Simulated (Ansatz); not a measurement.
# AlH5OSi2: small, medium and large basis sets

Aim: see how fast density functionals converge with the basis set for AlH5OSi2.

Method: one geometry, several basis sets; program: Ansatz 0.2.0, Gaussian basis.

Plan: PBE0-D4/def2-SVP; ωB97M-V/def2-SVP; PBE0-D4/def2-QZVPP; ωB97M-V/def2-QZVPP; the functionals' def2-TZVPP values are taken from earlier runs.

## 1. The relaxed structure

An earlier PBE0-D4 in a triple-zeta def2 set relaxation fixed the geometry.

SMILES `[SiH3][Al]1[O][SiH2]1`, 9 atoms, charge 0, spin multiplicity 1.

Atoms are counted from 1 here; the program's logs count them from 0.

Bond lengths: Si1–Al2 2.450 Å, Si1–H5 1.488 Å, Si1–H6 1.489 Å, Si1–H7 1.487 Å, Al2–O3 1.744 Å, Al2–Si4 2.280 Å, O3–Si4 1.688 Å, Si4–H8 1.490 Å, Si4–H9 1.490 Å. Angles: Al2–Si1–H5 109.6°, Al2–Si1–H6 109.4°, Al2–Si1–H7 111.5°, H5–Si1–H6 108.2°, H5–Si1–H7 109.0°, H6–Si1–H7 109.0°, Si1–Al2–O3 129.7°, Si1–Al2–Si4 177.0°, O3–Al2–Si4 47.3°, Al2–O3–Si4 83.2°, Al2–Si4–O3 49.5°, Al2–Si4–H8 126.2°, Al2–Si4–H9 126.3°, O3–Si4–H8 114.2°, O3–Si4–H9 114.2°, H8–Si4–H9 107.4°.

## 2. PBE0-D4 in def2-SVP

Contents of in.yaml:

```yaml
crystal:
  periodic: [false, false, false]
  atoms:
    - {symbol: Si, position_ang: [-0.652872, 1.717149, -1.334657]}
    - {symbol: Al, position_ang: [-0.124859, -0.148912, 0.162821]}
    - {symbol: O, position_ang: [1.392711, -0.965349, 0.434276]}
    - {symbol: Si, position_ang: [0.478649, -1.877681, 1.520934]}
    - {symbol: H, position_ang: [-1.763793, 1.326677, -2.244903]}
    - {symbol: H, position_ang: [-1.100139, 2.886408, -0.529326]}
    - {symbol: H, position_ang: [0.526487, 2.112827, -2.150206]}
    - {symbol: H, position_ang: [0.403260, -3.327561, 1.186951]}
    - {symbol: H, position_ang: [0.928955, -1.769958, 2.936910]}
basis:
  gaussian: {orbitals: def2-SVP}
hamiltonian: {xc: pbe0, dispersion: d4}
output: {orbitals: {seedname: orbitals}}
```

Launch:

```console
> ansatz run in.yaml --threads 2 --pin off --events-out ev --progress --plain --max-ram 4352MiB
```

The runs that follow: ωB97M-V in def2-SVP; PBE0-D4 in def2-QZVPP; ωB97M-V in def2-QZVPP.

Q: Predict the results of all the runs planned. Wanted: PBE0-D4: double and triple zeta above quadruple; ωB97M-V: double and triple zeta above quadruple.

**Answer**, as computed:

| quantity | value |
| --- | --- |
| PBE0-D4: double and triple zeta above quadruple | 11.45, 0.86 eV |
| ωB97M-V: double and triple zeta above quadruple | 11.48, 0.82 eV |

In words: PBE0-D4 gains 10.59 eV from double to triple zeta, then 0.86 eV more. These are total energies; as a rule much of such shifts cancels in differences, which this series doesn't test.
